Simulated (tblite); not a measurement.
# C4H15AlN2: the cost of one run

Computed with tblite 0.8.0 and PySCF 2.14.0, with density-fitted response routines of our own, on a single molecule in the gas phase. Atoms count from 0, in the outputs and in this text.

## 1. The molecule as given

22 atoms, charge 0, multiplicity 1; geometry from: force field or distance geometry start.

Bonds of the start (Å): C0–N1 1.47, N1–C2 1.47, N1–C3 1.47, N1–Al4 1.96, Al4–C5 2.00, C5–N6 1.46, C0–H7 1.12, C0–H8 1.11, C0–H9 1.12, C2–H10 1.11, C2–H11 1.11, C2–H12 1.12, C3–H13 1.10, C3–H14 1.11, C3–H15 1.13, Al4–H16 1.59, Al4–H17 1.59, C5–H18 1.10, C5–H19 1.12, N6–H20 1.05, N6–H21 1.04.

## 2. Geometry optimisation with GFN2-xTB

What the job is given:

```
{"job": {"kind": "relax", "xc": "GFN2-xTB", "basis": "xTB"}, "charge": 0, "multiplicity": 1}
C     -0.958500     1.248500    -0.147700
N     -0.960100    -0.198500     0.099200
C     -1.053100    -0.935100    -1.167900
C     -2.099500    -0.551200     0.964800
Al     0.700500    -0.703300     1.016000
C      2.283500     0.022600     0.027300
N      2.539700     1.404900     0.426900
H     -1.910900     1.567200    -0.632200
H     -0.124800     1.543900    -0.816200
H     -0.872600     1.823400     0.806800
H     -0.219100    -0.680600    -1.849600
H     -1.058700    -2.035500    -1.004700
H     -2.012500    -0.671000    -1.689400
H     -3.060200    -0.292700     0.485300
H     -2.118800    -1.643000     1.186800
H     -2.050100    -0.018500     1.958400
H      0.809200    -2.289700     1.079200
H      0.690300    -0.122200     2.494300
H      2.077500    -0.013900    -1.053500
H      3.180500    -0.608300     0.256500
H      2.891100     1.401900     1.418800
H      3.316500     1.770600    -0.162200
```

Launch:

```bash
OMP_NUM_THREADS=1 python probes_run.py task.json out
```

One launch serves the whole session: the jobs run in the order shown.

**Question.** How long does this first job take on 1 thread of Arm Neoverse N1, shared host, and how much memory does it need?

About 2.2 s, with a peak of 0.18 GiB.
